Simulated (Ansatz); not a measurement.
**GeH2 (singlet): the correlation ladder at angle H2–Ge1–H3 = 180.0°, cc-pVDZ**

How much of the correlation energy of GeH2 (singlet) does each wave-function method recover here?

Computed with Ansatz 0.2.0, Gaussian basis. Level: cc-pVDZ, core rule «outside noble gas», up to 14 orbitals frozen.

To be run: UHF; CCSD(T) on RHF; CCSD(T) on UHF; BCCD(T) on RHF; CISD; CCSDT(Q) on RHF; CCSDT(Q) on UHF; CCSDTQ on RHF; CASSCF and MRCISD+Q, 2 electrons in 2 orbitals; CASSCF and NEVPT2, 2 electrons in 2 orbitals; CASSCF and MRCISD+Q, 6 electrons in 6 orbitals; CASSCF and NEVPT2, 6 electrons in 6 orbitals; Full CI.

20 further runs of the same task are left out: 2 for a mislabelled method, 13 that didn't finish, 5 set aside as unsound or not needed.

## Step 1: The geometry

The geometry derives from a PBE0/def2-TZVP stationary point (not a proven minimum). One angle is set to the value named; bond lengths are kept. No spin-orbit coupling is included. The filled d shell of Ge may be among the frozen orbitals whatever the setting's name suggests; the logs give the count.

3 atoms, charge 0, spin multiplicity 1.

Atoms are counted from 1 here; the program's logs count them from 0.

Bond lengths: Ge1–H2 1.594 Å, Ge1–H3 1.594 Å. Angles: H2–Ge1–H3 180.0°.

## Step 2: UHF

File in.yaml:

```yaml
crystal:
  periodic: [false, false, false]
  atoms:
    - {symbol: Ge, position_ang: [0.000000, 0.000000, 0.000000]}
    - {symbol: H, position_ang: [0.000000, 0.000000, -1.594083]}
    - {symbol: H, position_ang: [0.000000, 0.000000, 1.594083]}
basis:
  gaussian: {orbitals: cc-pVDZ}
magnetization: {spin_polarized: true, initial_magnetization: 0}
hamiltonian: {xc: hf}
output: {orbitals: {seedname: orbitals}}
```

Launch:

```console
ansatz run in.yaml --threads 1 --pin off --events-out ev --progress --plain --max-ram 2393MiB
```

The runs that follow: CCSD(T) on RHF; CCSD(T) on UHF; BCCD(T) on RHF; CISD; CCSDT(Q) on RHF; CCSDT(Q) on UHF; CCSDTQ on RHF; CASSCF and MRCISD+Q, 2 electrons in 2 orbitals; CASSCF and NEVPT2, 2 electrons in 2 orbitals; CASSCF and MRCISD+Q, 6 electrons in 6 orbitals; CASSCF and NEVPT2, 6 electrons in 6 orbitals; Full CI.

Before running them: what should the planned runs give, taken together? Wanted: FCI below the RHF energy; RMP2 from FCI; RCCSD from FCI; RCCSD(T) from FCI; RCCSDT(Q) from FCI; NEVPT2 pair from FCI; MRCISD+Q pair from FCI; NEVPT2 valence from FCI; T1 diagnostic.

**Answer**, as computed:

| quantity | value |
| --- | --- |
| FCI below the RHF energy | -3.5276 eV |
| RMP2 from FCI | +110.1 kJ/mol |
| RCCSD from FCI | +29.3 kJ/mol |
| RCCSD(T) from FCI | +13.6 kJ/mol |
| RCCSDT(Q) from FCI | -0.6 kJ/mol |
| NEVPT2 pair from FCI | +70.9 kJ/mol |
| MRCISD+Q pair from FCI | -3.9 kJ/mol |
| NEVPT2 valence from FCI | +50.2 kJ/mol |
| levels within 1 kcal/mol (43 meV) | RCCSDT, RCCSDT(Q), RCCSDTQ, MRCISD+Q pair, MRCISD+Q valence |
| T1 diagnostic | 0.011 |
| effectively unpaired electrons | 2.05 |

**Reading.** RCCSD(T) lands +13.6 kJ/mol from the yardstick (4.0 % of the correlation energy). RCCSDT(Q), MRCISD+Q pair, MRCISD+Q valence fall below full CI, which methods that aren't variational can do. With 2.1 effectively unpaired electrons against 0 the state is strongly multireference. Of the multireference levels listed MRCISD+Q valence comes nearest in total energy (-2.7 kJ/mol), which doesn't show that its space is the better one. These misses are within one basis, not against nature.
